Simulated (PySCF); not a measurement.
# EuH3O3 (Eu(OH)3): the cost of one run

The runs use PySCF 2.14.0; PBE, Eu lcecp-1-SVP with ECP52, O def2-SVP, H def2-SVP; scalar-relativistic core potentials, no spin–orbit coupling.

3 further runs of the same task are left out: 1 for a known fault of the program, 2 that didn't finish.

**1. Where the work starts**

7 atoms, charge 0, spin multiplicity 1.

Bond lengths: Eu1–O2 2.187 Å, Eu1–O4 2.187 Å, Eu1–O6 2.187 Å, O2–H3 0.966 Å, O4–H5 0.966 Å, O6–H7 0.966 Å. Angles: O2–Eu1–O4 120.0°, O2–Eu1–O6 120.0°, O4–Eu1–O6 120.0°, Eu1–O2–H3 158.7°, Eu1–O4–H5 158.7°, Eu1–O6–H7 158.7°.

Coordinates:

```
Eu    0.0000    0.0000    0.0000
O     2.1868    0.0000    0.0000
H     3.0868    0.0000    0.3500
O    -1.0934    1.8938    0.0000
H    -1.5434    2.6732    0.3500
O    -1.0934   -1.8938    0.0000
H    -1.5434   -2.6732    0.3500
```

Formal oxidation states: Eu +3. Each metal's 6 4f electrons lie in its core potential, so multiplicities, spins and levels count the valence alone.

**2. SCF at the start, singlet**

run.py (the lines that set the calculation) reads:

```python
mol = gto.M(atom='''
Eu     0.00000     0.00000     0.00000
O      2.18680     0.00000     0.00000
H      3.08680     0.00000     0.35000
O     -1.09340     1.89380     0.00000
H     -1.54340     2.67320     0.35000
O     -1.09340    -1.89380     0.00000
H     -1.54340    -2.67320     0.35000''',
    basis={'Eu': 'lcecp-1-SVP', 'O': 'def2-SVP', 'H': 'def2-SVP'},
    ecp={'Eu': 'lcecp-1-SVP'},
    charge=0, spin=0)
mf = dft.RKS(mol, xc='PBE')
mf.grids.atom_grid = (50, 194)  # f atoms: unpruned, at least (60, 302)
mf = mf.density_fit()  # fitting sets: Eu AutoAux, O def2-universal-JKFIT, H def2-universal-JKFIT
mf.conv_tol = 1e-08; mf.max_cycle = 55
mf.kernel(dm0)  # dm0: free metal ions and neutral atoms
```

Started as:

```bash
$ OMP_NUM_THREADS=2 python run.py
```

What time and memory should one allow on 2 threads of AMD EPYC 7R43 (Zen 3), shared host?

About 3.6 s, with a peak of 0.51 GiB.
